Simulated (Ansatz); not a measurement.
I need a geometry optimisation of C2H10InN, SMILES [CH3][InH-]([CH3])[NH3+]. Use Ansatz 0.2.0, Python API. Level of theory: PBE0, def2-SVP basis, multiplicity 1.

```xyz
14

C    -0.8164    1.4858   -1.0552
In   -0.4199   -0.0382    0.3965
C     1.5080    0.3583    1.2860
N    -0.2992   -1.8869   -0.5736
H    -1.0563    1.0586   -2.0731
H    -1.7623    2.1113   -0.7420
H     0.0267    2.2234   -1.1411
H    -1.6483   -0.0317    1.6755
H     1.9441    1.3333    0.9544
H     1.4358    0.4192    2.4258
H     2.2273   -0.4662    1.0612
H    -0.3425   -2.6590    0.1530
H    -1.2663   -1.9785   -1.1912
H     0.4563   -1.9586   -1.1473
```

`c2h10inn_opt.py`
```python
'''Minimum-energy structure of C2H10InN.'''

import ansatz as az
import numpy as np

BASIS_SET = 'def2-SVP'
XC = 'pbe0'

GEOMETRY = '''
C    -0.81640    1.48580   -1.05520
In   -0.41990   -0.03820    0.39650
C     1.50800    0.35830    1.28600
N    -0.29920   -1.88690   -0.57360
H    -1.05630    1.05860   -2.07310
H    -1.76230    2.11130   -0.74200
H     0.02670    2.22340   -1.14110
H    -1.64830   -0.03170    1.67550
H     1.94410    1.33330    0.95440
H     1.43580    0.41920    2.42580
H     2.22730   -0.46620    1.06120
H    -0.34250   -2.65900    0.15300
H    -1.26630   -1.97850   -1.19120
H     0.45630   -1.95860   -1.14730
'''


def main() -> None:
    c2h10inn = az.Crystal.molecule()
    for line in GEOMETRY.strip().splitlines():
        symbol, *xyz = line.split()
        c2h10inn = c2h10inn.atom(symbol, [float(v) for v in xyz])

    calc = (
        c2h10inn.calculation()
        .basis(gaussian=BASIS_SET)
        .functional(XC)
    )
    symbols = [site.symbol for site in c2h10inn.cartesian_sites]
    start = np.array([site.position_ang for site in c2h10inn.cartesian_sites], dtype=float)
    def progress(event):
        if event['event'] == 'relax_step':
            row = event['data']
            print(f'step {row["step"]:3d}  E = {row["lagrangian_ev"]:.6f} eV  largest force component {row["allowed_force_max_ev_ang"]:.4f} eV/A')


    report = calc.relax(force_tolerance=0.01, max_steps=100).session().plan().execute(on_event=progress).report
    end = np.array(report['positions_ang'])

    for key in ('converged', 'free_energy_ev', 'reference_energy_ev', 'n_frozen', 'n_occupied', 'n_virtual'):
        print(f'{key:22s} {report[key]}')

    print('final positions (A) and the move of each atom')
    for symbol, xyz, old in zip(symbols, end, start):
        print(f'{symbol:2s} {xyz[0]:10.5f} {xyz[1]:10.5f} {xyz[2]:10.5f}   {np.linalg.norm(xyz - old):7.4f}')


if __name__ == '__main__':
    main()
```

Output of `python c2h10inn_opt.py`:
```text
step   1  E = -8892.225470 eV  largest force component 6.7249 eV/A
step   2  E = -8893.357927 eV  largest force component 1.9780 eV/A
step   3  E = -8893.518658 eV  largest force component 0.7314 eV/A
step   4  E = -8893.550169 eV  largest force component 0.1551 eV/A
step   5  E = -8893.553224 eV  largest force component 0.0693 eV/A
step   6  E = -8893.554549 eV  largest force component 0.0170 eV/A
step   7  E = -8893.555102 eV  largest force component 0.0659 eV/A
step   8  E = -8893.555626 eV  largest force component 0.0856 eV/A
step   9  E = -8893.556344 eV  largest force component 0.0975 eV/A
step  10  E = -8893.557286 eV  largest force component 0.1096 eV/A
step  11  E = -8893.558117 eV  largest force component 0.1282 eV/A
step  12  E = -8893.558990 eV  largest force component 0.1549 eV/A
step  13  E = -8893.560894 eV  largest force component 0.1072 eV/A
step  14  E = -8893.562404 eV  largest force component 0.0687 eV/A
step  15  E = -8893.563287 eV  largest force component 0.0848 eV/A
step  16  E = -8893.564159 eV  largest force component 0.0625 eV/A
step  17  E = -8893.564864 eV  largest force component 0.0393 eV/A
step  18  E = -8893.565364 eV  largest force component 0.0509 eV/A
step  19  E = -8893.565767 eV  largest force component 0.0443 eV/A
step  20  E = -8893.566215 eV  largest force component 0.0391 eV/A
step  21  E = -8893.565980 eV  largest force component 0.1426 eV/A
step  22  E = -8893.566677 eV  largest force component 0.0401 eV/A
step  23  E = -8893.567484 eV  largest force component 0.0952 eV/A
step  24  E = -8893.568088 eV  largest force component 0.0883 eV/A
step  25  E = -8893.569062 eV  largest force component 0.0890 eV/A
step  26  E = -8893.569970 eV  largest force component 0.1327 eV/A
step  27  E = -8893.571245 eV  largest force component 0.0907 eV/A
step  28  E = -8893.571609 eV  largest force component 0.1974 eV/A
step  29  E = -8893.573895 eV  largest force component 0.0459 eV/A
step  30  E = -8893.574676 eV  largest force component 0.0277 eV/A
step  31  E = -8893.570713 eV  largest force component 0.3288 eV/A
step  32  E = -8893.575473 eV  largest force component 0.0287 eV/A
step  33  E = -8893.574823 eV  largest force component 0.1762 eV/A
step  34  E = -8893.574255 eV  largest force component 0.1515 eV/A
step  35  E = -8893.575574 eV  largest force component 0.0084 eV/A
step  36  E = -8893.576022 eV  largest force component 0.0183 eV/A
step  37  E = -8893.575924 eV  largest force component 0.1090 eV/A
step  38  E = -8893.576157 eV  largest force component 0.0135 eV/A
step  39  E = -8893.576433 eV  largest force component 0.0170 eV/A
step  40  E = -8893.576525 eV  largest force component 0.0632 eV/A
step  41  E = -8893.576712 eV  largest force component 0.0243 eV/A
step  42  E = -8893.576785 eV  largest force component 0.0017 eV/A
step  43  E = -8893.576835 eV  largest force component 0.0027 eV/A
step  44  E = -8893.576827 eV  largest force component 0.0217 eV/A
step  45  E = -8893.576860 eV  largest force component 0.0047 eV/A
converged              True
free_energy_ev         -8893.576897378227
reference_energy_ev    -8893.576897378227
n_frozen               0
n_occupied             [25, 25]
n_virtual              [93, 93]
final positions (A) and the move of each atom
C    -0.88144    1.48701   -1.23226    0.1886
In   -0.48459    0.32780    0.57815    0.4137
C     1.52704    0.36428    1.43312    0.1485
N    -0.30472   -1.83906   -0.49694    0.0905
H    -1.76677    1.11312   -1.77016    0.7743
H    -1.07686    2.53920   -0.97118    0.8399
H    -0.02115    1.47199   -1.91987    1.0832
H    -1.83309   -0.12073    1.60709    0.2162
H     1.66461    1.27672    2.03505    1.1176
H     1.70416   -0.49645    2.09713    1.0092
H     2.30032    0.36715    0.64856    0.9328
H    -0.10564   -2.57213    0.18291    0.2541
H    -1.17333   -2.08930   -0.96823    0.2658
H     0.43845   -1.85882   -1.19447    0.1118
```

What to keep in mind:
- Total energies depend on the basis set; only differences at equal settings carry meaning.
- The end point is the stationary point reached from this start; no frequency run checks that it is a minimum, and the basis set is modest.
- def2 sets replace the cores of elements past krypton by effective core potentials.
- Run time: 4.1 min on 1 thread of Intel(R) Xeon(R) Platinum 8488C (Sapphire Rapids), on a shared host, peak memory 0.37 GiB.

(Lines on the test bed's own set-up are left out of the output.)
